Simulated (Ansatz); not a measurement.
Write a Python script for the Python package of Ansatz (0.2.0) that makes a single point from a YAML input of Li2Mg, space group P-62m. Level of theory: PBEsol, PAW, cutoff 420 eV, 5×5×5 k-points, Fermi-Dirac smearing of 0.15 eV.

Input file `li2mg.yaml`:
```yaml
crystal:
  lattice:
    - [5.296482, 0.0, 0.0]
    - [-2.648241, 4.586888, 0.0]
    - [0.0, 0.0, 5.062668]
  atoms:
    - { symbol: Li, position: [0.666855, 0.0, 0.0] }
    - { symbol: Li, position: [0.333145, 0.333145, 0.0] }
    - { symbol: Li, position: [0.0, 0.666855, 0.0] }
    - { symbol: Li, position: [0.0, 0.0, 0.5] }
    - { symbol: Mg, position: [0.666667, 0.333333, 0.5] }
    - { symbol: Mg, position: [0.333333, 0.666667, 0.5] }
kpoints:
  mp_grid: { grid: [5, 5, 5] }
hamiltonian:
  xc: pbesol
scf:
  occupations: { method: fermi_dirac, width: 0.15 }
basis:
  ecutwfc: 420
output:
  forces: true
  stress: true
  eigenvalues: true
```

Script `yaml_run_li2mg.py`:
```python
"""Run a YAML input for Li2Mg from Python."""

import json
import warnings

import ansatz
import numpy as np
import pandas as pd

warnings.simplefilter("ignore", ansatz.DeckWarning)

res = ansatz.Session.from_deck("li2mg.yaml").plan(threads=1).execute()
r = res.report

energy = r["free_energy_ev"]
print("Li2Mg: {:.6f} eV = {:.6f} Ry = {:.6f} Ha".format(energy, energy / 13.605693, energy / 27.211386))
print("Fermi level {:.4f} eV, {} k-points, {} symmetry operations".format(r["fermi_energy_ev"], r["n_kpoints"], r["n_symmetry_ops"]))

# forces, one row an atom
table = pd.DataFrame(r["forces_ev_ang"], columns=["fx", "fy", "fz"])
table.insert(0, "atom", [site["symbol"] for site in r["lattice"]["sites"]])
print(table.round(4).to_string())

# the stress is positive in compression
stress = np.array(r["stress_gpa"])
print(f"pressure {np.trace(stress) / 3:.3f} GPa")
print("stress tensor, GPa, positive in compression")
print(np.round(stress, 3) + 0.0)

fermi = r["fermi_energy_ev"]
print("levels less the Fermi level (eV) at the first k-points")
for k, levels in list(zip(r["kpoints_frac"], r["eigenvalues_ev"]))[:6]:
    print("k = ({:.3f}, {:.3f}, {:.3f})".format(*k))
    print("   ", " ".join(f"{e - fermi:.3f}" for e in levels))

keep = ["free_energy_ev", "energy_sigma0_ev", "fermi_energy_ev", "n_iterations", "converged", "magnetization_mub", "n_kpoints"]
with open("li2mg.json", "w") as handle:
    json.dump({key: r[key] for key in keep}, handle, indent=1)
```

Running `python yaml_run_li2mg.py` prints:
```text
Li2Mg: -4636.365747 eV = -340.766600 Ry = -170.383300 Ha
Fermi level 2.7729 eV, 15 k-points, 12 symmetry operations
  atom      fx      fy   fz
0   Li -0.0157  0.0000  0.0
1   Li  0.0079  0.0136  0.0
2   Li  0.0079 -0.0136  0.0
3   Li -0.0000  0.0000  0.0
4   Mg -0.0000 -0.0000  0.0
5   Mg  0.0000 -0.0000  0.0
pressure -0.003 GPa
stress tensor, GPa, positive in compression
[[ 0.119  0.     0.   ]
 [ 0.     0.119  0.   ]
 [ 0.     0.    -0.248]]
levels less the Fermi level (eV) at the first k-points
k = (0.000, 0.000, 0.000)
    -75.501 -75.498 -45.860 -45.845 -45.845 -45.759 -42.449 -42.449 -42.446 -42.442 -42.430 -42.430 -5.130 -0.688 0.649 0.649 0.852 1.331 1.331 1.354 1.946 5.359 5.359
k = (0.000, 0.000, 0.200)
    -75.501 -75.498 -45.860 -45.845 -45.845 -45.759 -42.449 -42.449 -42.446 -42.442 -42.430 -42.430 -4.977 -1.651 0.862 0.862 1.063 1.309 1.309 1.896 2.866 4.237 4.237
k = (0.000, 0.000, 0.400)
    -75.501 -75.498 -45.859 -45.845 -45.845 -45.759 -42.449 -42.449 -42.446 -42.442 -42.430 -42.430 -4.622 -2.700 1.228 1.228 1.526 1.526 1.604 2.025 2.766 2.766 3.341
k = (0.000, 0.200, 0.000)
    -75.501 -75.499 -45.858 -45.846 -45.846 -45.759 -42.449 -42.447 -42.446 -42.443 -42.432 -42.430 -4.890 -1.176 -0.416 -0.178 0.497 1.625 2.311 2.562 3.616 3.618 4.588
k = (0.000, 0.200, 0.200)
    -75.501 -75.499 -45.858 -45.846 -45.846 -45.759 -42.449 -42.447 -42.446 -42.443 -42.432 -42.430 -4.735 -1.419 -0.987 -0.008 0.608 1.691 2.701 3.008 3.171 3.532 3.935
k = (0.000, 0.200, 0.400)
    -75.501 -75.499 -45.858 -45.846 -45.846 -45.759 -42.449 -42.447 -42.446 -42.443 -42.432 -42.430 -4.373 -2.478 -0.528 0.334 0.734 0.903 2.091 2.995 3.053 3.792 4.829
```

File `li2mg.json` afterwards:
```json
{
 "free_energy_ev": -4636.365747456823,
 "energy_sigma0_ev": -4636.25823705841,
 "fermi_energy_ev": 2.77290876372519,
 "n_iterations": 6,
 "converged": true,
 "magnetization_mub": 0.0,
 "n_kpoints": 15
}
```

Notes:
- These settings explore the input space; cutoff and mesh may be short of convergence.
- The computed bands are complete only to about 3.3 eV above the Fermi level.
- For a metal this k-point mesh is coarse: on a finer one energies can move by several to tens of meV an atom and pressures by half a GPa or more, differences at one mesh by less.
- Only differences from the Fermi energy are physical; the zero of the scale is a convention.
- The structure comes from a database of computed cells and needn't be a stable or known phase.
- Levels are Kohn-Sham eigenvalues on this mesh.
- Timing: 3.5 s on 1 thread of Arm Neoverse V2 (shared host), peak memory 0.41 GiB.

(Lines on the test bed's own set-up are left out of the output.)
